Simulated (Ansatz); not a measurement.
# C2H6AlBFN: small, medium and large basis sets

Aim: see how fast density functionals converge with the basis set for C2H6AlBFN.

Program: Ansatz 0.2.0, Gaussian basis. Level of theory: one geometry, several basis sets. These are calculated values, not measurements.

Plan: PBE0-D4/def2-SVP; ωB97M-V/def2-SVP; PBE0-D4/def2-QZVPP; ωB97M-V/def2-QZVPP; the functionals' def2-TZVPP values are taken from earlier runs.

**1. The geometry**

The geometry comes from an earlier relaxation with PBE0-D4 in a triple-zeta def2 set; it is a stationary point, not always the lowest conformer.

12 atoms, charge 0, spin multiplicity 1.

Atoms are counted from 1 here; the program's logs count them from 0.

Bond lengths: N1–C2 1.529 Å, N1–Al6 1.990 Å, N1–H7 1.017 Å, N1–H8 1.013 Å, C2–B3 1.605 Å, C2–Al6 1.915 Å, C2–H9 1.084 Å, B3–C4 1.490 Å, B3–H10 1.205 Å, C4–F5 1.365 Å, C4–Al6 2.082 Å, C4–H11 1.106 Å, Al6–H12 1.578 Å. Angles: C2–N1–Al6 64.4°, C2–N1–H7 115.3°, C2–N1–H8 112.9°, Al6–N1–H7 130.8°, Al6–N1–H8 115.6°, H7–N1–H8 109.2°, N1–C2–B3 100.0°, N1–C2–Al6 69.6°, N1–C2–H9 114.5°, B3–C2–Al6 82.2°, B3–C2–H9 123.1°, Al6–C2–H9 150.9°, C2–B3–C4 109.6°, C2–B3–H10 122.6°, C4–B3–H10 123.8° and more.

Coordinates:

```mol
C2H6AlBFN
  3D, bonds by distance, orders not assigned

 12 14  0  0  0  0  0  0  0  0999 V2000
   -0.5983   -0.9519    1.0804 N   0  0
    0.4930    0.1152    0.9945 C   0  0
    1.0728   -0.1962   -0.4690 B   0  0
    0.4504    0.7264   -1.4600 C   0  0
    0.4295    0.5417   -2.8120 F   0  0
   -1.0457    0.6492   -0.0136 Al  0  0
   -0.3138   -1.8878    0.8030 H   0  0
   -1.0374   -0.9946    1.9926 H   0  0
    1.1199    0.1892    1.8751 H   0  0
    1.5715   -1.2546   -0.7593 H   0  0
    0.4589    1.8078   -1.2266 H   0  0
   -2.5237    1.2005    0.0289 H   0  0
  1  2  8  0
  1  6  8  0
  1  7  8  0
  1  8  8  0
  2  3  8  0
  2  6  8  0
  2  9  8  0
  3  4  8  0
  3  6  8  0
  3 10  8  0
  4  5  8  0
  4  6  8  0
  4 11  8  0
  6 12  8  0
M  END
```

**2. PBE0-D4 in def2-SVP**

Input file in.yaml:

```yaml
crystal:
  periodic: [false, false, false]
  atoms:
    - {symbol: N, position_ang: [-0.598306, -0.951899, 1.080388]}
    - {symbol: C, position_ang: [0.492996, 0.115191, 0.994514]}
    - {symbol: B, position_ang: [1.072797, -0.196172, -0.468981]}
    - {symbol: C, position_ang: [0.450447, 0.726443, -1.459989]}
    - {symbol: F, position_ang: [0.429513, 0.541699, -2.812018]}
    - {symbol: Al, position_ang: [-1.045681, 0.649157, -0.013605]}
    - {symbol: H, position_ang: [-0.313823, -1.887782, 0.802962]}
    - {symbol: H, position_ang: [-1.037385, -0.994619, 1.992559]}
    - {symbol: H, position_ang: [1.119924, 0.189216, 1.875137]}
    - {symbol: H, position_ang: [1.571450, -1.254566, -0.759336]}
    - {symbol: H, position_ang: [0.458908, 1.807767, -1.226565]}
    - {symbol: H, position_ang: [-2.523740, 1.200468, 0.028933]}
basis:
  gaussian: {orbitals: def2-SVP}
hamiltonian: {xc: pbe0, dispersion: d4}
output: {orbitals: {seedname: orbitals}}
```

Command:

```
ansatz run in.yaml --threads 4 --pin off --events-out ev --progress --plain --max-ram 10444MiB
```

After this run come: ωB97M-V in def2-SVP; PBE0-D4 in def2-QZVPP; ωB97M-V in def2-QZVPP.

Before running them: what should the planned runs give, taken together? Wanted: PBE0-D4: double and triple zeta above quadruple; ωB97M-V: double and triple zeta above quadruple.

As calculated:

```
                                       quantity           value
PBE0-D4: double and triple zeta above quadruple  11.07, 0.59 eV
ωB97M-V: double and triple zeta above quadruple  11.29, 0.56 eV
```

**Reading.** PBE0-D4 gains 10.47 eV from double to triple zeta, then 0.59 eV more. Total energies overstate the basis error of differences, where much of it tends to cancel. The LUMO of ωB97M-V is positive and keeps falling with the basis (1.33 to 0.58 eV): an unbound level that the basis holds in place.
